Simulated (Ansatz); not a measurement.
# AlFH₄SSi: one species, many methods

One table from this session's results is given with a row withheld; the runs are named, their logs left out.

The runs use Ansatz 0.2.0, Gaussian basis; functionals in def2-TZVPP, the program's frozen cores in correlated methods.

The runs, in order: LDA (SPW92), PBE-D4, revPBE-D4, BLYP-D4, r2SCAN-D4, B97M-V, PBE0-D4, B3LYP-D4, r2SCANh-D4, r2SCAN0-D4, HSE06-D4, BHLYP-D4, CAM-B3LYP-D4, LC-ωPBE, ωB97X-V, ωB97M-V, B2PLYP, PBE-QIDH; CCSD(T)/def2-SVP; CCSD(T)/def2-TZVPP; MP2/def2-QZVPP; extrapolation to the limit; RPA on PBE.

## Structure used throughout

All runs share one geometry, relaxed beforehand with PBE0-D4 in a triple-zeta def2 set.

SMILES `F[SiH2][S][AlH2]`, 8 atoms, charge 0, spin multiplicity 1.

Atoms are counted from 1 here; the program's logs count them from 0.

Bond lengths: F1–Si2 1.599 Å, Si2–S3 2.117 Å, Si2–H5 1.480 Å, Si2–H6 1.479 Å, S3–Al4 2.190 Å, Al4–H7 1.579 Å, Al4–H8 1.577 Å. Angles: F1–Si2–S3 110.5°, F1–Si2–H5 106.9°, F1–Si2–H6 107.8°, S3–Si2–H5 112.0°, S3–Si2–H6 107.6°, H5–Si2–H6 112.1°, Si2–S3–Al4 98.6°, S3–Al4–H7 118.5°, S3–Al4–H8 116.3°, H7–Al4–H8 125.2°.

Coordinates:

```mol
AlFH4SSi
  3D, bonds by distance, orders not assigned

  8  7  0  0  0  0  0  0  0  0999 V2000
   -1.5191    1.4604    0.5169 F   0  0
    0.0676    1.3686    0.3395 Si  0  0
    0.8022   -0.4343    1.1712 S   0  0
    0.0642   -1.8211   -0.3541 Al  0  0
    0.3443    1.4625   -1.1109 H   0  0
    0.6723    2.4875    1.0943 H   0  0
   -0.6548   -1.2263   -1.6281 H   0  0
    0.3156   -3.3544   -0.0847 H   0  0
  1  2  8  0
  2  3  8  0
  3  4  8  0
  2  5  8  0
  2  6  8  0
  4  7  8  0
  4  8  8  0
M  END
```

Set-up of the first run:

in.yaml reads:

```yaml
crystal:
  periodic: [false, false, false]
  atoms:
    - {symbol: F, position_ang: [-1.519143, 1.460403, 0.516909]}
    - {symbol: Si, position_ang: [0.067555, 1.368595, 0.339530]}
    - {symbol: S, position_ang: [0.802170, -0.434327, 1.171196]}
    - {symbol: Al, position_ang: [0.064160, -1.821115, -0.354115]}
    - {symbol: H, position_ang: [0.344257, 1.462489, -1.110879]}
    - {symbol: H, position_ang: [0.672265, 2.487472, 1.094350]}
    - {symbol: H, position_ang: [-0.654767, -1.226283, -1.628059]}
    - {symbol: H, position_ang: [0.315603, -3.354435, -0.084732]}
basis:
  gaussian: {orbitals: def2-TZVPP}
hamiltonian: {xc: lda}
output: {orbitals: {seedname: orbitals}}
```

Command:

```console
$ ansatz run in.yaml --threads 2 --pin off --events-out ev --progress --plain --max-ram 4352MiB
```

Among the steps run: LDA; PBE-D4 (GGA); revPBE-D4 (GGA); BLYP-D4 (GGA); r2SCAN-D4 (meta-GGA); B97M-V (meta-GGA); B3LYP-D4 (hybrid); r2SCANh-D4 (hybrid); r2SCAN0-D4 (hybrid); HSE06-D4 (hybrid); BHLYP-D4 (hybrid); CAM-B3LYP-D4 (range-separated); LC-ωPBE (range-separated); ωB97X-V (range-separated); ωB97M-V (range-separated); B2PLYP (double hybrid); PBE-QIDH (double hybrid).

One of the session's tables, all rows but one given; the rest of the session is left out.

It belongs to the step «Orbital energies across the functionals». 

| functional | HOMO (eV) | LUMO (eV) | gap (eV) |
| --- | --- | --- | --- |
| LDA (SPW92) | -7.19 | -2.68 | 4.50 |
| PBE-D4 | -7.06 | -2.44 | 4.62 |
| revPBE-D4 | -7.00 | -2.33 | 4.68 |
| BLYP-D4 | -6.86 | -2.30 | 4.56 |
| r2SCAN-D4 | -7.35 | -2.13 | 5.22 |
| B97M-V | -7.47 | -2.34 | 5.12 |
| PBE0-D4 | -8.22 | -1.68 | 6.54 |
| B3LYP-D4 | ? | ? | ? |
| r2SCANh-D4 | -7.77 | -1.87 | 5.90 |
| r2SCAN0-D4 | -8.42 | -1.50 | 6.92 |
| HSE06-D4 | -7.82 | -2.05 | 5.77 |
| BHLYP-D4 | -9.21 | -0.89 | 8.32 |
| CAM-B3LYP-D4 | -9.48 | -0.74 | 8.74 |
| LC-ωPBE | -10.89 | 0.33 | 11.22 |
| ωB97X-V | -10.53 | 0.22 | 10.75 |
| ωB97M-V | -10.37 | -0.05 | 10.33 |

Estimate the missing values for B3LYP-D4.

Worked estimate for «HOMO (eV)». Against the share of exact exchange, BLYP-D4 (0, -6.86), BHLYP-D4 (0.5, -9.21) give a slope of -4.70 per unit share; at 0.2 the line stands at -7.80.

As computed: HOMO (eV): -7.95; LUMO (eV): -1.87; gap (eV): 6.08. In «HOMO (eV)» the line misses by +0.15.
